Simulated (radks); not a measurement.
**Exchange and kinetic functionals tested on atomic densities: Rh¹⁷⁺, K⁴⁺, N, P, Ne, Au**

Aim: take each self-consistent density and evaluate many functionals on it, against the exact exchange and kinetic energies of the same orbitals. Every spin shell is full or empty, so the densities are truly spherical.

Program: radks (a radial shooting solver on a logarithmic mesh, Libxc functionals) version 1. Level of theory: non-relativistic Kohn-Sham, exchange-only B88, spin-polarised, spherical densities, point nucleus; open shells are filled with parallel spins first. These are calculated values, not measurements, unless marked.

## (1) What is computed

```
species : Rh¹⁷⁺ ([Ar] 3d10), K⁴⁺ ([Ne] 3s2 3p3), N ([He] 2s2 2p3), P ([Ne] 3s2 3p3), Ne ([Ne]), Au ([Xe] 4f14 5d10 6s1)
```

## (2) Rh¹⁷⁺, [Ar] 3d10

Settings of this run:

```text
Z 45
configuration [Ar] 3d10
relativity non-relativistic
functional b88,
spin polarised
nucleus point
```

## (3) K⁴⁺, [Ne] 3s2 3p3

Settings of this run:

```text
Z 19
configuration [Ne] 3s2 3p3
relativity non-relativistic
functional b88,
spin polarised
nucleus point
```

## (4) N, [He] 2s2 2p3

Settings of this run:

```text
Z 7
configuration [He] 2s2 2p3
relativity non-relativistic
functional b88,
spin polarised
nucleus point
```

## (5) P, [Ne] 3s2 3p3

Settings of this run:

```text
Z 15
configuration [Ne] 3s2 3p3
relativity non-relativistic
functional b88,
spin polarised
nucleus point
```

## (6) Ne, [Ne]

Settings of this run:

```text
Z 10
configuration [Ne]
relativity non-relativistic
functional b88,
spin polarised
nucleus point
```

## (7) Au, [Xe] 4f14 5d10 6s1

Settings of this run:

```text
Z 79
configuration [Xe] 4f14 5d10 6s1
relativity non-relativistic
functional b88,
spin polarised
nucleus point
```

**Question.** What will these runs give? Wanted: for each run, error in magnitude; Rh¹⁷⁺; K⁴⁺; N; P; Ne; Au.

As calculated:

| error in magnitude (%) | Rh¹⁷⁺ | K⁴⁺ | N | P | Ne | Au |
| --- | --- | --- | --- | --- | --- | --- |
| exchange, LDA | -5.63 | -7.72 | -10.51 | -8.06 | -8.68 | -3.78 |
| exchange, PBEsol | -2.67 | -3.41 | -4.33 | -3.51 | -3.45 | -1.76 |
| exchange, PW86 | -0.33 | +0.42 | +0.84 | +0.57 | +1.18 | -0.34 |
| exchange, WC | -1.19 | -1.54 | -2.22 | -1.60 | -1.41 | -0.58 |
| exchange, SOGGA | -2.69 | -3.45 | -4.43 | -3.55 | -3.51 | -1.77 |
| exchange, EV93 | -0.16 | +1.06 | +3.25 | +1.36 | +2.48 | -0.47 |
| exchange, revTPSS | -1.03 | -0.53 | +0.12 | -0.41 | +0.24 | -0.86 |
| exchange, r2SCAN | -0.16 | -0.02 | +0.06 | +0.05 | +0.44 | -0.15 |
| exchange, Tao-Mo | -0.93 | -0.22 | +0.46 | -0.07 | +0.58 | -0.80 |
| kinetic, Thomas-Fermi | -5.49 | -7.05 | -9.19 | -7.38 | -8.58 | -4.65 |
| kinetic, von Weizsacker | -55.70 | -41.72 | -19.03 | -38.10 | -29.77 | -64.45 |
| kinetic, TF + vW | +38.81 | +51.24 | +71.78 | +54.52 | +61.65 | +30.91 |
| kinetic, TF + vW/9 | -0.57 | -0.57 | -0.19 | -0.50 | -0.78 | -0.70 |
| kinetic, Thakkar | -0.42 | -0.13 | +0.19 | -0.01 | -0.24 | -0.79 |
| kinetic, LKT | +20.93 | +29.07 | +44.89 | +31.36 | +36.50 | +15.97 |
| kinetic, PG1 | +16.60 | +23.46 | +37.95 | +25.44 | +29.98 | +12.45 |
| kinetic, DePristo-Kress | +0.03 | +0.06 | -0.75 | +0.06 | -0.44 | -0.21 |
| kinetic, Ernzerhof | -0.20 | +0.01 | +1.25 | +0.15 | +0.11 | -0.48 |

In words: Negative means that the magnitude is too small. For exchange the mean absolute error is least for r2SCAN (0.15 %) and largest for LDA (7.40 %). Among the orbital-free kinetic functionals DePristo-Kress (0.26 %) does best and TF + vW (51.48 %) worst. The functionals are evaluated on one density each, not self-consistently.
